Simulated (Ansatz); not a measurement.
# Si17BO36: the cost of one run

Program: Ansatz 0.2.0. Level of theory: DFT, PBE, plane-wave PAW, default files, scalar-relativistic, as far as a step names no other. These are calculated values, not measurements.

## Step 1: Starting point

It takes space group C2 (No. 5, monoclinic). The conventional cell has a = 8.515 Å, b = 14.749 Å, c = 10.817 Å, α = 90.00°, β = 90.00°, γ = 90.00°. B (site symmetry 2) is surrounded by 4 O at 1.61 Å. Around Si (site symmetry 2) lie 4 O at 1.61 Å. Si (site symmetry 1) is surrounded by 4 O at 1.61 Å. Only part of the 30 independent sites is listed.

As a file:

```
B Si O
1.0
     7.37454    4.25769    0.00000
    -7.37454    4.25769    0.00000
     0.00000    0.00000   10.81680
B Si O
1 17 36
Direct
  0.15658 0.84342 0.33333
  0.15658 0.84342 0.83333
  0.48991 0.51009 0.33333
  0.48991 0.51009 0.83333
  0.82324 0.17676 0.33333
  0.82324 0.17676 0.83333
  0.15658 0.31315 0.16667
  0.15658 0.31315 0.66667
  0.48991 0.97982 0.16667
  0.48991 0.97982 0.66667
  0.82324 0.64649 0.16667
  0.82324 0.64649 0.66667
  0.35351 0.17676 0.00000
  0.35351 0.17676 0.50000
  0.68685 0.84342 0.00000
  0.68685 0.84342 0.50000
  0.02018 0.51009 0.00000
  0.02018 0.51009 0.50000
  0.22704 0.04054 0.39279
  0.22704 0.04054 0.89279
  0.56037 0.70721 0.39279
  0.56037 0.70721 0.89279
  0.89371 0.37387 0.39279
  0.89371 0.37387 0.89279
  0.29279 0.85317 0.22612
  0.29279 0.85317 0.72612
  0.62613 0.51983 0.22612
  0.62613 0.51983 0.72612
  0.95946 0.18650 0.22612
  0.95946 0.18650 0.72612
  0.48017 0.10629 0.05946
  0.48017 0.10629 0.55946
  0.81350 0.77296 0.05946
  0.81350 0.77296 0.55946
  0.14683 0.43963 0.05946
  0.14683 0.43963 0.55946
  0.22704 0.18650 0.10721
  0.22704 0.18650 0.60721
  0.56037 0.85317 0.10721
  0.56037 0.85317 0.60721
  0.89371 0.51983 0.10721
  0.89371 0.51983 0.60721
  0.29279 0.43963 0.27388
  0.29279 0.43963 0.77388
  0.62613 0.10629 0.27388
  0.62613 0.10629 0.77388
  0.95946 0.77296 0.27388
  0.95946 0.77296 0.77388
  0.48017 0.37387 0.44054
  0.48017 0.37387 0.94054
  0.81350 0.04054 0.44054
  0.81350 0.04054 0.94054
  0.14683 0.70721 0.44054
  0.14683 0.70721 0.94054
```

Atom 1 of the input is the impurity.

## Step 2: First run, atoms as given

input.yaml

```yaml
crystal:
  lattice:
    - [7.37454, 4.2576926541, 0.0]
    - [-7.37454, 4.2576926541, 0.0]
    - [0.0, 0.0, 10.8168]
  atoms:
    - { symbol: B, position: [0.1565766667, 0.8434233333, 0.3333333334] }
    - { symbol: Si, position: [0.1565766667, 0.8434233333, 0.8333333334] }
    - { symbol: Si, position: [0.48991, 0.51009, 0.3333333334] }
    - { symbol: Si, position: [0.48991, 0.51009, 0.8333333334] }
    - { symbol: Si, position: [0.8232433333, 0.1767566667, 0.3333333334] }
    - { symbol: Si, position: [0.8232433333, 0.1767566667, 0.8333333334] }
    - { symbol: Si, position: [0.1565766667, 0.3131533333, 0.1666666666] }
    - { symbol: Si, position: [0.1565766667, 0.3131533333, 0.6666666666] }
    - { symbol: Si, position: [0.48991, 0.97982, 0.1666666666] }
    - { symbol: Si, position: [0.48991, 0.97982, 0.6666666666] }
    - { symbol: Si, position: [0.8232433333, 0.6464866667, 0.1666666666] }
    - { symbol: Si, position: [0.8232433333, 0.6464866667, 0.6666666666] }
    - { symbol: Si, position: [0.3535133333, 0.1767566667, 0.0] }
    - { symbol: Si, position: [0.3535133333, 0.1767566667, 0.5] }
    - { symbol: Si, position: [0.6868466667, 0.8434233333, 0.0] }
    - { symbol: Si, position: [0.6868466667, 0.8434233333, 0.5] }
    - { symbol: Si, position: [0.02018, 0.51009, 0.0] }
    - { symbol: Si, position: [0.02018, 0.51009, 0.5] }
    - { symbol: O, position: [0.22704, 0.04054, 0.39279] }
    - { symbol: O, position: [0.22704, 0.04054, 0.89279] }
    - { symbol: O, position: [0.5603733333, 0.7072066667, 0.39279] }
    - { symbol: O, position: [0.5603733333, 0.7072066667, 0.89279] }
    - { symbol: O, position: [0.8937066667, 0.3738733333, 0.39279] }
    - { symbol: O, position: [0.8937066667, 0.3738733333, 0.89279] }
    - { symbol: O, position: [0.2927933333, 0.8531666667, 0.2261233334] }
    - { symbol: O, position: [0.2927933333, 0.8531666667, 0.7261233334] }
    - { symbol: O, position: [0.6261266667, 0.5198333333, 0.2261233334] }
    - { symbol: O, position: [0.6261266667, 0.5198333333, 0.7261233334] }
    - { symbol: O, position: [0.95946, 0.1865, 0.2261233334] }
    - { symbol: O, position: [0.95946, 0.1865, 0.7261233334] }
    - { symbol: O, position: [0.4801666667, 0.1062933333, 0.0594566666] }
    - { symbol: O, position: [0.4801666667, 0.1062933333, 0.5594566666] }
    - { symbol: O, position: [0.8135, 0.77296, 0.0594566666] }
    - { symbol: O, position: [0.8135, 0.77296, 0.5594566666] }
    - { symbol: O, position: [0.1468333333, 0.4396266667, 0.0594566666] }
    - { symbol: O, position: [0.1468333333, 0.4396266667, 0.5594566666] }
    - { symbol: O, position: [0.22704, 0.1865, 0.10721] }
    - { symbol: O, position: [0.22704, 0.1865, 0.60721] }
    - { symbol: O, position: [0.5603733333, 0.8531666667, 0.10721] }
    - { symbol: O, position: [0.5603733333, 0.8531666667, 0.60721] }
    - { symbol: O, position: [0.8937066667, 0.5198333333, 0.10721] }
    - { symbol: O, position: [0.8937066667, 0.5198333333, 0.60721] }
    - { symbol: O, position: [0.2927933333, 0.4396266667, 0.2738766666] }
    - { symbol: O, position: [0.2927933333, 0.4396266667, 0.7738766666] }
    - { symbol: O, position: [0.6261266667, 0.1062933333, 0.2738766666] }
    - { symbol: O, position: [0.6261266667, 0.1062933333, 0.7738766666] }
    - { symbol: O, position: [0.95946, 0.77296, 0.2738766666] }
    - { symbol: O, position: [0.95946, 0.77296, 0.7738766666] }
    - { symbol: O, position: [0.4801666667, 0.3738733333, 0.4405433334] }
    - { symbol: O, position: [0.4801666667, 0.3738733333, 0.9405433334] }
    - { symbol: O, position: [0.8135, 0.04054, 0.4405433334] }
    - { symbol: O, position: [0.8135, 0.04054, 0.9405433334] }
    - { symbol: O, position: [0.1468333333, 0.7072066667, 0.4405433334] }
    - { symbol: O, position: [0.1468333333, 0.7072066667, 0.9405433334] }
total_charge: -1
kpoints:
  mp_grid: { grid: [3, 3, 2] }
scf:
  occupations: { method: fermi_dirac, width: 0.01 }
hamiltonian:
  xc: pbe
  pseudopotentials: { kind: paw }
output:
  forces: true
  stress: true
  populations: true
  efg:
    quadrupole_moments_barn: { B: 0.04059, O: -0.02558 }
    contact_densities: true
```

The run is started by

```console
$ ansatz run input.yaml --threads 1 --pin off --max-ram 3072MiB --backend cpu --events-out ev --progress --plain --runs-dir out
```

Q: Estimate wall time and peak memory on 1 thread of Intel Xeon Platinum 8488C (Sapphire Rapids), shared host.

About 2 min, with a peak of 1.6 GiB.
